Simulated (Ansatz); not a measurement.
**Li2RuN2: projected density of states with PBE+U**

Crystal: Li2RuN2.

```
Ru N Li
1.0
     3.16423    0.00000    0.00000
    -1.58212    2.74031    0.00000
     0.00000    0.00000    5.21145
Ru N Li
1 2 2
Direct
  0.00000 0.00000 0.00000
  0.33333 0.66667 0.21301
  0.66667 0.33333 0.78699
  0.33333 0.66667 0.63982
  0.66667 0.33333 0.36018
```

The cell comes from a database or a generator and needn't be the stable form of this composition.

```json
{
 "Program": "Ansatz 0.2.0",
 "Task": "projected density of states",
 "Functional": "PBE",
 "Potentials or basis": "Ansatz PAW",
 "Cutoff": "420 eV (not typed: the program's choice for these potentials)",
 "k mesh": "10 × 10 × 5",
 "Occupations": "fermi-dirac, width 0.05 eV",
 "Spin": "no spin polarisation",
 "Hubbard terms": "Ru d U = 4 eV",
 "Hubbard projectors": "ortho-atomic (the default)",
 "Double counting": "fll (the default)"
}
```

- Pressure: -2.2 GPa
- Largest force: 0.199 eV/Å
- Band gap on the k mesh: none (metal or under the smearing width)
- Density of states at the Fermi level: 4.25 states/eV per cell

Forces on the atoms (eV/Å):
```
Ru   0.000  0.000  0.000
N    0.000  0.000 -0.094
N    0.000  0.000  0.094
Li   0.000  0.000  0.199
Li   0.000  0.000 -0.199
```

Stress tensor (GPa, compression positive):
```
-1.84  0.00  0.00
 0.00 -1.84  0.00
 0.00  0.00 -3.05
```

Levels at points of the mesh, in eV from the Fermi level:
| k point | band 14 | band 15 | band 16 | band 17 | band 18 | band 19 |
| --- | --- | --- | --- | --- | --- | --- |
| (0.00, 0.00, 0.00) | -0.78 | -0.77 | -0.77 | -0.29 | 3.90 | 3.90 |
| (0.00, -0.50, 0.00) | -2.13 | -1.25 | -0.90 | -0.04 | 3.90 | 4.21 |

States per cell in windows of 0.5 eV (zero at the Fermi level; states under -8 eV left out):
| from (eV) | total | N 2p | Ru 4d | Li 2s | N 2s | Ru 5s | Li 1s |
| --- | --- | --- | --- | --- | --- | --- | --- |
| -8.0 | 0.00 | 0.00 | 0.00 | 0.00 | 0.00 | 0.00 | 0.00 |
| -7.5 | 0.00 | 0.00 | 0.00 | 0.00 | 0.00 | 0.00 | 0.00 |
| -7.0 | 0.00 | 0.00 | 0.00 | 0.00 | 0.00 | 0.00 | 0.00 |
| -6.5 | 0.55 | 0.24 | 0.25 | 0.01 | 0.01 | 0.03 | 0.01 |
| -6.0 | 1.20 | 0.53 | 0.56 | 0.04 | 0.01 | 0.03 | 0.02 |
| -5.5 | 1.21 | 0.59 | 0.53 | 0.04 | 0.01 | 0.02 | 0.01 |
| -5.0 | 1.84 | 0.96 | 0.75 | 0.05 | 0.01 | 0.03 | 0.01 |
| -4.5 | 1.82 | 1.00 | 0.72 | 0.03 | 0.02 | 0.03 | 0.00 |
| -4.0 | 1.27 | 0.80 | 0.39 | 0.02 | 0.03 | 0.02 | 0.00 |
| -3.5 | 1.29 | 0.71 | 0.51 | 0.01 | 0.03 | 0.01 | 0.00 |
| -3.0 | 0.74 | 0.43 | 0.28 | 0.01 | 0.01 | 0.00 | 0.00 |
| -2.5 | 0.85 | 0.64 | 0.15 | 0.02 | 0.01 | 0.00 | 0.00 |
| -2.0 | 0.92 | 0.76 | 0.09 | 0.03 | 0.01 | 0.01 | 0.00 |
| -1.5 | 1.82 | 0.75 | 0.94 | 0.02 | 0.03 | 0.04 | 0.00 |
| -1.0 | 1.03 | 0.41 | 0.58 | 0.00 | 0.01 | 0.01 | 0.00 |
| -0.5 | 1.60 | 0.70 | 0.84 | 0.02 | 0.00 | 0.01 | 0.00 |
| 0.0 | 1.56 | 0.74 | 0.74 | 0.03 | 0.01 | 0.02 | 0.00 |
| 0.5 | 0.31 | 0.16 | 0.13 | 0.00 | 0.00 | 0.00 | 0.00 |
| 1.0 | 0.00 | 0.00 | 0.00 | 0.00 | 0.00 | 0.00 | 0.00 |
| 1.5 | 0.00 | 0.00 | 0.00 | 0.00 | 0.00 | 0.00 | 0.00 |
| 2.0 | 0.00 | 0.00 | 0.00 | 0.00 | 0.00 | 0.00 | 0.00 |
| 2.5 | 0.11 | 0.02 | 0.05 | 0.01 | 0.02 | 0.00 | 0.00 |
| 3.0 | 0.67 | 0.15 | 0.32 | 0.06 | 0.09 | 0.00 | 0.00 |
| 3.5 | 2.88 | 1.03 | 1.44 | 0.08 | 0.17 | 0.00 | 0.00 |
| 4.0 | 0.35 | 0.13 | 0.18 | 0.00 | 0.03 | 0.00 | 0.00 |
| 4.5 | 0.03 | 0.00 | 0.00 | 0.01 | 0.00 | 0.00 | 0.00 |
| 5.0 | 0.20 | 0.03 | 0.01 | 0.06 | 0.03 | 0.00 | 0.00 |
| 5.5 | 0.58 | 0.10 | 0.03 | 0.20 | 0.06 | 0.00 | 0.00 |
| 6.0 | 1.16 | 0.20 | 0.06 | 0.34 | 0.04 | 0.01 | 0.01 |
| 6.5 | 0.03 | 0.01 | 0.00 | 0.01 | 0.00 | 0.00 | 0.00 |
| 7.0 | 0.00 | 0.00 | 0.00 | 0.00 | 0.00 | 0.00 | 0.00 |
| 7.5 | 0.06 | 0.00 | 0.00 | 0.02 | 0.01 | 0.00 | 0.00 |

Eigenvalues of the final occupation matrices:
| site | spin | trace | eigenvalues |
| --- | --- | --- | --- |
| site 1 | 1 | 3.43 | 0.46 0.46 0.80 0.86 0.86 |

Wall time 4.2 s on 2 threads of Intel(R) Xeon(R) 6975P-C (Granite Rapids) (shared host), peak memory 0.5 GiB.

Caveat: the pressure holds a Pulay correction of +0.4 GPa for the finite cutoff; U without spin polarisation on a metal has little footing; the density of states is complete only up to the lowest level of the last band computed.
